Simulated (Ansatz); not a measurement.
# PdTe (TePd-type): one cell, many starting occupations (series 2), part 2 of 2

Aim: start the open shells of PdTe (TePd-type) from different occupation matrices at one fixed cell, and see in which states the SCF ends. Cell and atoms stay fixed.

Ansatz 0.2.0; DFT LDA without U, plane waves, PAW. The steps go on from the part before.

### 5 Random orbitals: fully mixed, one electron fewer

The input, input.yaml:

```yaml
crystal:
  lattice:
    - [4.15209743, 0.0, 0.0]
    - [-2.07604871, 3.59582185, 0.0]
    - [0.0, 0.0, 5.6718989]
  atoms:
    - { symbol: Te, position: [0.3333333333, 0.6666666667, 0.25] }
    - { symbol: Te, position: [0.6666666667, 0.3333333333, 0.75] }
    - { symbol: Pd, position: [0.0, 0.0, 0.0], spin: 3.0 }
    - { symbol: Pd, position: [0.0, 0.0, 0.5], spin: 3.0 }
basis:
  ecutwfc: 420
  ecutrho_ratio: 4
kpoints:
  mp_grid: { grid: [5, 5, 4] }
hamiltonian:
  xc: lda
  hubbard:
    sites:
      - { site: 2, l: d, u_eff: 0.0, starting_ns: [{ spin: up, occupation_matrix: s2up }, { spin: down, occupation_matrix: s2down }] }
      - { site: 3, l: d, u_eff: 0.0, starting_ns: [{ spin: up, occupation_matrix: s3up }, { spin: down, occupation_matrix: s3down }] }
    occupation_matrices:
      s2up:
        matrix:
          - [0.97, 0.0, 0.0, 0.0, 0.0]
          - [0.0, 0.97, 0.0, 0.0, 0.0]
          - [0.0, 0.0, 0.97, 0.0, 0.0]
          - [0.0, 0.0, 0.0, 0.97, 0.0]
          - [0.0, 0.0, 0.0, 0.0, 0.97]
      s2down:
        matrix:
          - [0.8253, -0.10861, -0.0478, -0.2499, -0.19999]
          - [-0.10861, 0.83315, -0.15852, -0.04494, -0.26895]
          - [-0.0478, -0.15852, 0.05692, 0.03108, 0.07301]
          - [-0.2499, -0.04494, 0.03108, 0.1053, 0.09121]
          - [-0.19999, -0.26895, 0.07301, 0.09121, 0.17933]
      s3up:
        matrix:
          - [0.97, 0.0, 0.0, 0.0, 0.0]
          - [0.0, 0.97, 0.0, 0.0, 0.0]
          - [0.0, 0.0, 0.97, 0.0, 0.0]
          - [0.0, 0.0, 0.0, 0.97, 0.0]
          - [0.0, 0.0, 0.0, 0.0, 0.97]
      s3down:
        matrix:
          - [0.47485, -0.29407, -0.11885, 0.21227, -0.28205]
          - [-0.29407, 0.32866, 0.32511, -0.07604, 0.00021]
          - [-0.11885, 0.32511, 0.57104, 0.07271, -0.30779]
          - [0.21227, -0.07604, 0.07271, 0.15066, -0.22567]
          - [-0.28205, 0.00021, -0.30779, -0.22567, 0.47479]
    ns_hold: { iters: 5 }
scf:
  occupations: { method: gaussian, width: 0.05 }
  lower_state_search: "off"
  max_iter: 150
output:
  forces: true
  stress: true
  eigenvalues: true
  populations: true
  hubbard: { sites: [{ site: 2, l: d }, { site: 3, l: d }] }
magnetization:
  spin_polarized: true
```

The typed matrices put 0.97 on the chosen orbitals and 0.02 on the others, and are held for 5 cycles.

Run with:

```bash
> ansatz run input.yaml --threads 2 --pin off --max-ram 3072MiB --backend cpu --events-out ev --progress --plain --runs-dir out
```

Output, shortened:

```text
Warning: crystal.symmetry: narrowed to the stabiliser of the occupation matrices — unitary ops 24 → 2; lowered by the specified shells (site 2, l: d), (site 3, l: d); largest admitted image defect 4.4e-16, smallest excluded 4.9e-1 — at a splitting's scale: the group the occupation [...]
Warning: RAYON_NUM_THREADS=2 ignored (pool sized by the plan → 2); use --threads N
Te: projections on atomic orbitals take those of the free atom [Kr] 4d10 5s2 5p4, of charge +0.00 (hamiltonian.pseudopotentials.projection_atoms); the dataset's partial waves leave at most 7.8e-6 of an orbital's norm unspanned inside its sphere
Pd: projections on atomic orbitals take those of the free atom [Ar 3d10] 4s2 4p6 4d10, of charge +0.00 (hamiltonian.pseudopotentials.projection_atoms); the dataset's partial waves leave at most 1.0e-5 of an orbital's norm unspanned inside its sphere
[...]
Pseudopotentials: kind: paw
Pseudopotential: Te, paw, valence charge 16, recommended cutoff 420 eV (normal), Te.paw.azcp
Pseudopotential: Pd, paw, valence charge 18, recommended cutoff 420 eV (normal), Pd.paw.azcp
Functional definition: SPW92
[...]
Crystal: 4 atoms, lattice volume = 84.683 Å³
Basis set: ecut = 420 eV, 1645 PW (Γ)
Bands: 45, of which v1, the nominal top of the filled ones, is band 34 counted from 1 (33 counted from 0)
[...]
WARN: the starting moments were not kept: the SCF closed with an absolute magnetisation of 2.1e-6 μB, where they sum to 6 μB in size (2 sites). That is at most 0.1 of that sum. Measured as dr2_m measures the in/out step, that magnetisation stands 5.0e-13 eV from none, at or under the [...]
WARN: hamiltonian.hubbard: on 2 of 4 specified blocks the occupation matrix of this SCF's result fails the test of the specified filling. At site 2 ↓ (sites count from 0 in the list of atoms of the cell that this SCF solves) the least filled combination of the orbitals specified full has [...]
--- Löwdin populations: 4 sites ---
  site symbol       q [e]    m [muB]
     0     Te     16.4033    -0.0000
     1     Te     16.4033    -0.0000
     2     Pd     17.3367    -0.0000
     3     Pd     17.3367    -0.0000
  spilling = 0.007648 (of n_electrons = 68.000000)
--- Occupation matrices: 2 shells (run DFT+U table (all-electron-ortho-atomic); ε = 2.00e-2, provisional) ---
  Pd2 d_4D: site group D3d (-3m)
  Pd2 d_4D up     Tr n = 4.6654  λ = 0.864 0.864 0.970 0.984 0.984  [2× yz 0.28 Eg(1.00) | 3× z2 0.33 Eg(0.67)]
  Pd2 d_4D dn     Tr n = 4.6654  λ = 0.864 0.864 0.970 0.984 0.984  [2× yz 0.28 Eg(1.00) | 3× z2 0.33 Eg(0.67)]
  specified occupation → Pd2 d_4D up: matrix, ‖Δ‖_F = 0.1513, Tr Δ = +0.1846, displaced = 0.1199, d_λ = 0.1513; orbital distance = 0.0000
  specified occupation → Pd2 d_4D dn: matrix, ‖Δ‖_F = 1.5597, Tr Δ = -2.6654, displaced = 1.3648, d_λ = 1.5256; orbital distance = 1.0744
  Pd3 d_4D: site group D3d (-3m)
  Pd3 d_4D up     Tr n = 4.6654  λ = 0.864 0.864 0.970 0.984 0.984  [2× xz 0.28 Eg(1.00) | 3× z2 0.33 Eg(0.67)]
  Pd3 d_4D dn     Tr n = 4.6654  λ = 0.864 0.864 0.970 0.984 0.984  [2× xz 0.28 Eg(1.00) | 3× z2 0.33 Eg(0.67)]
  specified occupation → Pd3 d_4D up: matrix, ‖Δ‖_F = 0.1513, Tr Δ = +0.1846, displaced = 0.1199, d_λ = 0.1513; orbital distance = 0.0000
  specified occupation → Pd3 d_4D dn: matrix, ‖Δ‖_F = 1.5810, Tr Δ = -2.6654, displaced = 1.4000, d_λ = 1.5256; orbital distance = 1.2658
  Tr n, λ and their labels are of the run-group-symmetrised matrices; stabiliser: 48 of 48 elements of G0×{1,Θ} (closed), max defect 5.8e-7 at τ = 4.2e-3
```

Run time: 27 s. Hardware: 2 threads of Arm Neoverse V2, shared host; peak memory 0.68 GiB.

End state: no gap, pressure -3.8 GPa, no moment over 0.05 μB in any sphere, largest force component 0.00 eV/Å, 2 symmetry operations imposed. The program reports that the typed filling wasn't kept.

The shells' filling, with natural orbitals sorted by occupation:

```tsv
shell	channel	electrons	over 0.8	0.2 to 0.8	under 0.2
Pd 4d (atom 3)	up	4.67	5	0	0
Pd 4d (atom 3)	down	4.67	5	0	0
```

### 6 Random orbitals: drawn by pairs, second filling

The input, input.yaml:

```yaml
crystal:
  lattice:
    - [4.15209743, 0.0, 0.0]
    - [-2.07604871, 3.59582185, 0.0]
    - [0.0, 0.0, 5.6718989]
  atoms:
    - { symbol: Te, position: [0.3333333333, 0.6666666667, 0.25] }
    - { symbol: Te, position: [0.6666666667, 0.3333333333, 0.75] }
    - { symbol: Pd, position: [0.0, 0.0, 0.0], spin: 0.3 }
    - { symbol: Pd, position: [0.0, 0.0, 0.5], spin: 0.3 }
basis:
  ecutwfc: 420
  ecutrho_ratio: 4
kpoints:
  mp_grid: { grid: [5, 5, 4] }
hamiltonian:
  xc: lda
  hubbard:
    sites:
      - { site: 2, l: d, u_eff: 0.0, starting_ns: [{ spin: up, occupation_matrix: s2up }, { spin: down, occupation_matrix: s2down }] }
      - { site: 3, l: d, u_eff: 0.0, starting_ns: [{ spin: up, occupation_matrix: s3up }, { spin: down, occupation_matrix: s3down }] }
    occupation_matrices:
      s2up:
        matrix:
          - [0.97, 0.0, 0.0, 0.0, 0.0]
          - [0.0, 0.97, 0.0, 0.0, 0.0]
          - [0.0, 0.0, 0.73413, 0.41042, 0.0]
          - [0.0, 0.0, 0.41042, 0.25587, 0.0]
          - [0.0, 0.0, 0.0, 0.0, 0.97]
      s2down:
        matrix:
          - [0.495, -0.475, 0.0, 0.0, 0.0]
          - [-0.475, 0.495, 0.0, 0.0, 0.0]
          - [0.0, 0.0, 0.97, 0.0, 0.0]
          - [0.0, 0.0, 0.0, 0.97, 0.0]
          - [0.0, 0.0, 0.0, 0.0, 0.97]
      s3up:
        matrix:
          - [0.97, 0.0, 0.0, 0.0, 0.0]
          - [0.0, 0.97, 0.0, 0.0, 0.0]
          - [0.0, 0.0, 0.73413, 0.41042, 0.0]
          - [0.0, 0.0, 0.41042, 0.25587, 0.0]
          - [0.0, 0.0, 0.0, 0.0, 0.97]
      s3down:
        matrix:
          - [0.495, -0.475, 0.0, 0.0, 0.0]
          - [-0.475, 0.495, 0.0, 0.0, 0.0]
          - [0.0, 0.0, 0.97, 0.0, 0.0]
          - [0.0, 0.0, 0.0, 0.97, 0.0]
          - [0.0, 0.0, 0.0, 0.0, 0.97]
    ns_hold: { iters: 12 }
scf:
  occupations: { method: gaussian, width: 0.05 }
  lower_state_search: "off"
  max_iter: 150
output:
  forces: true
  stress: true
  eigenvalues: true
  populations: true
  hubbard: { sites: [{ site: 2, l: d }, { site: 3, l: d }] }
magnetization:
  spin_polarized: true
```

The typed matrices put 0.97 on the chosen orbitals and 0.02 on the others, and are held for 12 cycles.

Run with:

```bash
> ansatz run input.yaml --threads 2 --pin off --max-ram 3072MiB --backend cpu --events-out ev --progress --plain --runs-dir out
```

Output, shortened:

```text
Warning: crystal.symmetry: narrowed to the stabiliser of the occupation matrices — unitary ops 24 → 2; lowered by the specified shells (site 2, l: d), (site 3, l: d); largest admitted image defect 4.4e-16, smallest excluded 5.4e-1 — at a splitting's scale: the group the occupation [...]
Warning: RAYON_NUM_THREADS=2 ignored (pool sized by the plan → 2); use --threads N
Te: projections on atomic orbitals take those of the free atom [Kr] 4d10 5s2 5p4, of charge +0.00 (hamiltonian.pseudopotentials.projection_atoms); the dataset's partial waves leave at most 7.8e-6 of an orbital's norm unspanned inside its sphere
Pd: projections on atomic orbitals take those of the free atom [Ar 3d10] 4s2 4p6 4d10, of charge +0.00 (hamiltonian.pseudopotentials.projection_atoms); the dataset's partial waves leave at most 1.0e-5 of an orbital's norm unspanned inside its sphere
[...]
[... 4 set-up lines as earlier in the session ...]
[...]
Crystal: 4 atoms, lattice volume = 84.683 Å³
Basis set: ecut = 420 eV, 1645 PW (Γ)
Bands: 42, of which v1, the nominal top of the filled ones, is band 34 counted from 1 (33 counted from 0)
[...]
WARN: the starting moments were not kept: the SCF closed with an absolute magnetisation of 1.6e-6 μB, where they sum to 0.6 μB in size (2 sites). That is at most 0.1 of that sum. Measured as dr2_m measures the in/out step, that magnetisation stands 4.9e-13 eV from none, at or under the [...]
WARN: hamiltonian.hubbard: on 4 of 4 specified blocks the occupation matrix of this SCF's result fails the test of the specified filling. At site 2 ↑ (sites count from 0 in the list of atoms of the cell that this SCF solves) the least filled combination of the orbitals specified full has [...]
--- Löwdin populations: 4 sites ---
  site symbol       q [e]    m [muB]
     0     Te     16.4033     0.0000
     1     Te     16.4033     0.0000
     2     Pd     17.3367     0.0000
     3     Pd     17.3367     0.0000
  spilling = 0.007648 (of n_electrons = 68.000000)
--- Occupation matrices: 2 shells (run DFT+U table (all-electron-ortho-atomic); ε = 2.00e-2, provisional) ---
  Pd2 d_4D: site group D3d (-3m)
  Pd2 d_4D up     Tr n = 4.6654  λ = 0.864 0.864 0.970 0.984 0.984  [2× yz 0.28 Eg(1.00) | 3× z2 0.33 Eg(0.67)]
  Pd2 d_4D dn     Tr n = 4.6654  λ = 0.864 0.864 0.970 0.984 0.984  [2× yz 0.28 Eg(1.00) | 3× z2 0.33 Eg(0.67)]
  specified occupation → Pd2 d_4D up: matrix, ‖Δ‖_F = 0.9707, Tr Δ = -0.7654, displaced = 0.5905, d_λ = 0.8508; orbital distance = 1.2079
  specified occupation → Pd2 d_4D dn: matrix, ‖Δ‖_F = 0.9353, Tr Δ = -0.7654, displaced = 0.5666, d_λ = 0.8508; orbital distance = 1.1046
  Pd3 d_4D: site group D3d (-3m)
  Pd3 d_4D up     Tr n = 4.6654  λ = 0.864 0.864 0.970 0.984 0.984  [2× yz 0.28 Eg(1.00) | 3× z2 0.33 Eg(0.67)]
  Pd3 d_4D dn     Tr n = 4.6654  λ = 0.864 0.864 0.970 0.984 0.984  [2× yz 0.28 Eg(1.00) | 3× z2 0.33 Eg(0.67)]
  specified occupation → Pd3 d_4D up: matrix, ‖Δ‖_F = 0.8642, Tr Δ = -0.7654, displaced = 0.4888, d_λ = 0.8508; orbital distance = 0.7754
  specified occupation → Pd3 d_4D dn: matrix, ‖Δ‖_F = 0.9353, Tr Δ = -0.7654, displaced = 0.5666, d_λ = 0.8508; orbital distance = 1.1046
  Tr n, λ and their labels are of the run-group-symmetrised matrices; stabiliser: 48 of 48 elements of G0×{1,Θ} (closed), max defect 3.6e-7 at τ = 4.2e-3
```

It took 42 s on 2 threads of Arm Neoverse V2, shared host; peak memory 0.67 GiB.

End state: no gap, pressure -3.8 GPa, no moment over 0.05 μB in any sphere, largest force component 0.00 eV/Å, 2 symmetry operations imposed. The program reports that the typed filling wasn't kept.

The shells' filling, with natural orbitals sorted by occupation:

```tsv
shell	channel	electrons	over 0.8	0.2 to 0.8	under 0.2
Pd 4d (atom 3)	up	4.67	5	0	0
Pd 4d (atom 3)	down	4.67	5	0	0
```

### 7 Results

The summary covers parts 1 to 2.

Energies count from the lowest free state and have the smearing extrapolated to zero.

| start | energy (meV/atom) | gap (eV) | pressure (GPa) | largest moment (μB) | SCF cycles | time |
| --- | --- | --- | --- | --- | --- | --- |
| natural orbitals of the symmetric run, filled by rank (earlier series) | 0.0 | metal | -3.8 | 0.00 | 26 | 23 s |
| random orbitals: drawn by pairs, second filling | 0.0 | metal | -3.8 | 0.00 | 28 | 42 s |
| random orbitals: fully mixed, first filling | 0.0 | metal | -3.8 | 0.00 | 26 | 40 s |
| random orbitals: single harmonics, first filling | 0.0 | metal | -3.8 | 0.00 | 26 | 27 s |
| random orbitals: fully mixed, one electron fewer | 0.0 | metal | -3.8 | 0.00 | 21 | 27 s |
| random orbitals: single harmonics, second filling | 0.0 | metal | -3.8 | 0.00 | 16 | 13 s |

The 6 free runs end within about 1 meV/atom of each other. The lowest state found need not be the ground state, and the geometry wasn't relaxed for any of them.
